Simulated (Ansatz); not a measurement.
# Si37H52 ring disc (Si₃₇H₅₁): geometry, orbitals and charge

Aim: characterise Si37H52 ring disc (Si₃₇H₅₁) as a doublet: its structure, frontier levels and distribution of charge and spin.

The runs use Ansatz 0.2.0, Gaussian basis; UKS PBE0-D4/def2-SVP.

Levels to be run: relaxation at PBE-D4/def2-SVP; a single point at PBE0-D4/def2-SVP.

1 further run of the same task is left out (set aside as unsound or not needed). Runs told in other sessions of the task aren't counted.

### Step 1. The system as given

88 atoms, charge 0, spin multiplicity 2.

Atoms are counted from 1 here; the program's logs count them from 0.

Bond lengths: Si1–Si20 2.342 Å, Si1–Si21 2.326 Å, Si1–H38 1.472 Å, Si1–H39 1.473 Å, Si2–Si19 2.352 Å, Si2–Si20 2.352 Å, Si2–Si22 2.336 Å, Si2–H40 1.480 Å, Si3–Si20 2.340 Å, Si3–Si23 2.352 Å, Si3–H41 1.471 Å, Si3–H42 1.468 Å, Si4–Si21 2.354 Å, Si4–Si23 2.436 Å, Si4–Si24 2.362 Å, Si4–Si25 2.352 Å, Si5–Si24 2.322 Å, Si5–Si26 2.322 Å and more. Angles: Si20–Si1–Si21 113.1°, Si20–Si1–H38 109.7°, Si20–Si1–H39 110.8°, Si21–Si1–H38 112.2°, Si21–Si1–H39 107.8°, H38–Si1–H39 102.9°, Si19–Si2–Si20 117.8°, Si19–Si2–Si22 107.8°, Si19–Si2–H40 106.9°, Si20–Si2–Si22 107.8°, Si20–Si2–H40 106.9°, Si22–Si2–H40 109.5°, Si20–Si3–Si23 113.1°, Si20–Si3–H41 109.3°, Si20–Si3–H42 112.4°, Si23–Si3–H41 108.5°, Si23–Si3–H42 110.3°, H41–Si3–H42 102.7° and more.

The start is a GFN2-xTB geometry.

### Step 2. Relaxation at PBE-D4/def2-SVP

in.yaml

```yaml
crystal:
  periodic: [false, false, false]
  atoms:
    - {symbol: Si, position_ang: [-6.638210, -1.081470, 0.926310]}
    - {symbol: Si, position_ang: [-3.750170, -3.749170, 0.795210]}
    - {symbol: Si, position_ang: [-3.956640, -0.892070, -1.737160]}
    - {symbol: Si, position_ang: [-3.956420, 1.909250, 0.788060]}
    - {symbol: Si, position_ang: [-4.093220, 5.183660, -1.628180]}
    - {symbol: Si, position_ang: [-1.084160, -6.637620, 0.926120]}
    - {symbol: Si, position_ang: [-0.893970, -3.953940, -1.736660]}
    - {symbol: Si, position_ang: [-0.998300, -0.998140, 0.788970]}
    - {symbol: Si, position_ang: [1.907840, -3.956250, 0.786770]}
    - {symbol: Si, position_ang: [1.912710, -1.133010, -1.718350]}
    - {symbol: Si, position_ang: [-1.133180, 1.911670, -1.717930]}
    - {symbol: Si, position_ang: [-1.107490, 4.584810, 0.842100]}
    - {symbol: Si, position_ang: [1.825120, 1.824900, 0.777210]}
    - {symbol: Si, position_ang: [1.602770, 4.745380, -1.824050]}
    - {symbol: Si, position_ang: [5.185250, -4.092420, -1.624760]}
    - {symbol: Si, position_ang: [4.584060, -1.107660, 0.844350]}
    - {symbol: Si, position_ang: [4.747410, 1.600240, -1.822710]}
    - {symbol: Si, position_ang: [4.623970, 4.621870, 0.651680]}
    - {symbol: Si, position_ang: [-2.362590, -5.208910, -0.419150]}
    - {symbol: Si, position_ang: [-5.211010, -2.361830, -0.418110]}
    - {symbol: Si, position_ang: [-5.549870, 0.671460, 1.999770]}
    - {symbol: Si, position_ang: [-2.376590, -2.376650, 2.094580]}
    - {symbol: Si, position_ang: [-2.482720, 0.444000, -0.482010]}
    - {symbol: Si, position_ang: [-5.122290, 3.315870, -0.708320]}
    - {symbol: Si, position_ang: [-2.670420, 3.380210, 2.097160]}
    - {symbol: Si, position_ang: [-2.329650, 6.115420, -0.438730]}
    - {symbol: Si, position_ang: [0.669530, -5.550610, 1.998840]}
    - {symbol: Si, position_ang: [3.316280, -5.120380, -0.708040]}
    - {symbol: Si, position_ang: [0.446200, -2.481730, -0.481680]}
    - {symbol: Si, position_ang: [0.414060, 0.414360, 2.016410]}
    - {symbol: Si, position_ang: [3.378320, -2.671710, 2.097460]}
    - {symbol: Si, position_ang: [3.264380, 0.347910, -0.496420]}
    - {symbol: Si, position_ang: [0.349870, 3.263340, -0.497260]}
    - {symbol: Si, position_ang: [3.268570, 3.267860, 1.979140]}
    - {symbol: Si, position_ang: [3.211790, 5.950820, -0.645890]}
    - {symbol: Si, position_ang: [6.116640, -2.328130, -0.435100]}
    - {symbol: Si, position_ang: [5.952170, 3.208890, -0.645840]}
    - {symbol: H, position_ang: [-7.346980, -1.958100, 1.873290]}
    - {symbol: H, position_ang: [-7.733870, -0.508060, 0.126550]}
    - {symbol: H, position_ang: [-4.588310, -4.587720, 1.680790]}
    - {symbol: H, position_ang: [-4.867750, -0.010240, -2.482510]}
    - {symbol: H, position_ang: [-3.230300, -1.584130, -2.808200]}
    - {symbol: H, position_ang: [-5.093310, 6.216000, -1.951760]}
    - {symbol: H, position_ang: [-3.579550, 4.800020, -2.952360]}
    - {symbol: H, position_ang: [-1.962490, -7.345430, 1.872040]}
    - {symbol: H, position_ang: [-0.511950, -7.734510, 0.127310]}
    - {symbol: H, position_ang: [-1.587330, -3.228160, -2.807040]}
    - {symbol: H, position_ang: [-0.012110, -4.863440, -2.484040]}
    - {symbol: H, position_ang: [1.188700, -0.398800, -2.760930]}
    - {symbol: H, position_ang: [2.794430, -2.030790, -2.491180]}
    - {symbol: H, position_ang: [-2.031590, 2.792950, -2.491590]}
    - {symbol: H, position_ang: [-0.399290, 1.186050, -2.759900]}
    - {symbol: H, position_ang: [-0.196770, 5.327770, 1.745080]}
    - {symbol: H, position_ang: [0.698720, 5.596610, -2.614240]}
    - {symbol: H, position_ang: [2.298810, 3.950670, -2.851380]}
    - {symbol: H, position_ang: [4.804760, -3.577430, -2.949510]}
    - {symbol: H, position_ang: [6.218280, -5.091470, -1.949270]}
    - {symbol: H, position_ang: [5.324760, -0.196040, 1.747950]}
    - {symbol: H, position_ang: [3.953860, 2.295320, -2.851390]}
    - {symbol: H, position_ang: [5.597930, 0.695530, -2.611510]}
    - {symbol: H, position_ang: [-3.242620, -6.028300, -1.281230]}
    - {symbol: H, position_ang: [-6.030900, -3.242230, -1.280120]}
    - {symbol: H, position_ang: [-4.890160, 0.153200, 3.209120]}
    - {symbol: H, position_ang: [-6.534680, 1.618250, 2.549670]}
    - {symbol: H, position_ang: [-3.171480, -1.544210, 3.006660]}
    - {symbol: H, position_ang: [-1.542940, -3.172360, 3.005020]}
    - {symbol: H, position_ang: [-5.626810, 2.439970, -1.778590]}
    - {symbol: H, position_ang: [-6.365870, 3.752710, -0.045660]}
    - {symbol: H, position_ang: [-3.582950, 4.320330, 2.776000]}
    - {symbol: H, position_ang: [-2.070240, 2.661720, 3.224230]}
    - {symbol: H, position_ang: [-2.840290, 7.230170, 0.375970]}
    - {symbol: H, position_ang: [-1.404680, 6.793600, -1.359890]}
    - {symbol: H, position_ang: [1.614580, -6.537630, 2.547330]}
    - {symbol: H, position_ang: [0.153650, -4.892500, 3.210020]}
    - {symbol: H, position_ang: [2.443100, -5.625350, -1.779060]}
    - {symbol: H, position_ang: [3.753200, -6.363970, -0.047540]}
    - {symbol: H, position_ang: [1.225360, -0.395740, 2.934360]}
    - {symbol: H, position_ang: [-0.393690, 1.226980, 2.934800]}
    - {symbol: H, position_ang: [2.659450, -2.071660, 3.223810]}
    - {symbol: H, position_ang: [4.318080, -3.583750, 2.776910]}
    - {symbol: H, position_ang: [2.428080, 4.062060, 2.892840]}
    - {symbol: H, position_ang: [4.062880, 2.426460, 2.892230]}
    - {symbol: H, position_ang: [2.485090, 6.891190, 0.226370]}
    - {symbol: H, position_ang: [3.990500, 6.843230, -1.521760]}
    - {symbol: H, position_ang: [7.231530, -2.837920, 0.379890]}
    - {symbol: H, position_ang: [6.795930, -1.403250, -1.355620]}
    - {symbol: H, position_ang: [6.893750, 2.483960, 0.226340]}
    - {symbol: H, position_ang: [6.843420, 3.988230, -1.522100]}
basis:
  gaussian: {orbitals: def2-SVP, fitting: {mean_field: def2-universal-jkfit}}
magnetization: {spin_polarized: true, initial_magnetization: 1}
hamiltonian: {xc: pbe, dispersion: d4}
scf: {lower_state_search: "off"}
output: {orbitals: {seedname: orbitals}}
relax: {f_tol: 0.03, max_steps: 70}
```

Command:

```
> ansatz run in.yaml --threads 11 --pin off --events-out ev --progress --plain --max-ram 110592MiB --backend cuda --devices 0, --max-vram 75GiB
```

After this run come: Single point, PBE0-D4/def2-SVP.

**Question.** What will the summary of the whole plan be? Wanted: point group; commonest bond, hydrogen aside; HOMO, LUMO at PBE0-D4/def2-SVP; ⟨S²⟩; dipole at PBE-D4/def2-SVP.

As calculated:

| quantity | value |
| --- | --- |
| point group | Cs |
| commonest bond, hydrogen aside | Si–Si, 48 of mean length 2.354 Å |
| HOMO, LUMO at PBE0-D4/def2-SVP (over both spins) | -5.92, -3.29 eV |
| ⟨S²⟩ | 0.756 |
| dipole at PBE-D4/def2-SVP | 0.19 D |

**Reading.** The molecule keeps its bonding pattern by the stored test; the atoms moved 0.22 Å (rms). No usable vibrations, so a minimum isn't proven. Whether this spin is the lowest isn't tested here. The point group is read from a loosely relaxed geometry; soft torsions can leave it below the true symmetry.
